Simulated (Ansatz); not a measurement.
# NiS: the cost of one run

Computed with Ansatz 0.2.0 (DFT r²SCAN+U (U_eff = 2 eV on Ni d), plane waves, PAW, unless a step's input says otherwise).

## 1. The system as given

It takes space group P6_3/mmc (No. 194, hexagonal). Conventional cell: a = 3.425 Å, b = 3.425 Å, c = 5.340 Å, α = 90.00°, β = 90.00°, γ = 120.00°. Ni (site symmetry -3m) is surrounded by 6 S at 2.39 Å and 2 Ni at 2.67 Å. S (site symmetry -6m2) is surrounded by 6 Ni at 2.39 Å.

As a file:

```
CELL_PARAMETERS angstrom
3.42500 0.00000 0.00000
-3.42500 5.93228 0.00000
0.00000 0.00000 5.34000
ATOMIC_POSITIONS crystal
Ni 0.00000 0.00000 0.00000
Ni 0.00000 0.00000 0.50000
S 0.33333 0.33333 0.25000
S 0.66667 0.16667 0.75000
Ni 0.00000 0.50000 0.00000
Ni 0.00000 0.50000 0.50000
S 0.33333 0.83333 0.25000
S 0.66667 0.66667 0.75000
```

Magnetic order typed: antiferromagnetic, doubled cell 0 1/2 0.

An earlier series on this cell reached its lowest free state from «random orbitals: single harmonics, first filling», perhaps among other starts.

## 2. Random orbitals: single harmonics, second filling

Input file input.yaml:

```yaml
crystal:
  lattice:
    - [3.42500121, 0.0, 0.0]
    - [-3.42500122, 5.93227612, 0.0]
    - [0.0, 0.0, 5.33999987]
  atoms:
    - { symbol: Ni, position: [0.0, 0.0, 0.0], spin: 0.3 }
    - { symbol: Ni, position: [0.0, 0.0, 0.5], spin: 0.3 }
    - { symbol: S, position: [0.3333333333, 0.3333333334, 0.25] }
    - { symbol: S, position: [0.6666666667, 0.1666666666, 0.75] }
    - { symbol: Ni, position: [0.0, 0.5, 0.0], spin: -0.3 }
    - { symbol: Ni, position: [0.0, 0.5, 0.5], spin: -0.3 }
    - { symbol: S, position: [0.3333333333, 0.8333333333, 0.25] }
    - { symbol: S, position: [0.6666666667, 0.6666666666, 0.75] }
basis:
  ecutwfc: 500
  ecutrho_ratio: 4
kpoints:
  mp_grid: { grid: [6, 6, 4] }
hamiltonian:
  xc: r2scan
  hubbard:
    sites:
      - { site: 0, l: d, u_eff: 2.0, starting_ns: [{ spin: up, occupation_matrix: s0up }, { spin: down, occupation_matrix: s0down }] }
      - { site: 1, l: d, u_eff: 2.0, starting_ns: [{ spin: up, occupation_matrix: s1up }, { spin: down, occupation_matrix: s1down }] }
      - { site: 4, l: d, u_eff: 2.0, starting_ns: [{ spin: up, occupation_matrix: s4up }, { spin: down, occupation_matrix: s4down }] }
      - { site: 5, l: d, u_eff: 2.0, starting_ns: [{ spin: up, occupation_matrix: s5up }, { spin: down, occupation_matrix: s5down }] }
    occupation_matrices:
      s0up:
        matrix:
          - [0.02, 0.0, 0.0, 0.0, 0.0]
          - [0.0, 0.97, 0.0, 0.0, 0.0]
          - [0.0, 0.0, 0.97, 0.0, 0.0]
          - [0.0, 0.0, 0.0, 0.97, 0.0]
          - [0.0, 0.0, 0.0, 0.0, 0.97]
      s0down:
        matrix:
          - [0.97, 0.0, 0.0, 0.0, 0.0]
          - [0.0, 0.97, 0.0, 0.0, 0.0]
          - [0.0, 0.0, 0.97, 0.0, 0.0]
          - [0.0, 0.0, 0.0, 0.02, 0.0]
          - [0.0, 0.0, 0.0, 0.0, 0.97]
      s1up:
        matrix:
          - [0.02, 0.0, 0.0, 0.0, 0.0]
          - [0.0, 0.97, 0.0, 0.0, 0.0]
          - [0.0, 0.0, 0.97, 0.0, 0.0]
          - [0.0, 0.0, 0.0, 0.97, 0.0]
          - [0.0, 0.0, 0.0, 0.0, 0.97]
      s1down:
        matrix:
          - [0.97, 0.0, 0.0, 0.0, 0.0]
          - [0.0, 0.02, 0.0, 0.0, 0.0]
          - [0.0, 0.0, 0.97, 0.0, 0.0]
          - [0.0, 0.0, 0.0, 0.97, 0.0]
          - [0.0, 0.0, 0.0, 0.0, 0.97]
      s4up:
        matrix:
          - [0.02, 0.0, 0.0, 0.0, 0.0]
          - [0.0, 0.97, 0.0, 0.0, 0.0]
          - [0.0, 0.0, 0.97, 0.0, 0.0]
          - [0.0, 0.0, 0.0, 0.97, 0.0]
          - [0.0, 0.0, 0.0, 0.0, 0.97]
      s4down:
        matrix:
          - [0.97, 0.0, 0.0, 0.0, 0.0]
          - [0.0, 0.97, 0.0, 0.0, 0.0]
          - [0.0, 0.0, 0.97, 0.0, 0.0]
          - [0.0, 0.0, 0.0, 0.02, 0.0]
          - [0.0, 0.0, 0.0, 0.0, 0.97]
      s5up:
        matrix:
          - [0.97, 0.0, 0.0, 0.0, 0.0]
          - [0.0, 0.02, 0.0, 0.0, 0.0]
          - [0.0, 0.0, 0.97, 0.0, 0.0]
          - [0.0, 0.0, 0.0, 0.97, 0.0]
          - [0.0, 0.0, 0.0, 0.0, 0.97]
      s5down:
        matrix:
          - [0.97, 0.0, 0.0, 0.0, 0.0]
          - [0.0, 0.97, 0.0, 0.0, 0.0]
          - [0.0, 0.0, 0.97, 0.0, 0.0]
          - [0.0, 0.0, 0.0, 0.02, 0.0]
          - [0.0, 0.0, 0.0, 0.0, 0.97]
    ns_hold: { iters: 12 }
scf:
  occupations: { method: gaussian, width: 0.05 }
  lower_state_search: "off"
  max_iter: 150
output:
  forces: true
  stress: true
  eigenvalues: true
  populations: true
  hubbard:
    sites:
      - { site: 0, l: d }
      - { site: 1, l: d }
      - { site: 4, l: d }
      - { site: 5, l: d }
magnetization:
  spin_polarized: true
```

The typed matrices put 0.97 on the chosen orbitals and 0.02 on the others, and are held for 12 cycles.

Command:

```
$ ansatz run input.yaml --threads 8 --pin off --max-ram 12288MiB --backend cpu --events-out ev --progress --plain --runs-dir out
```

Q: Estimate wall time and peak memory on 8 threads of Arm Neoverse N1, shared host.

About 3.4 min, with a peak of 1.5 GiB.
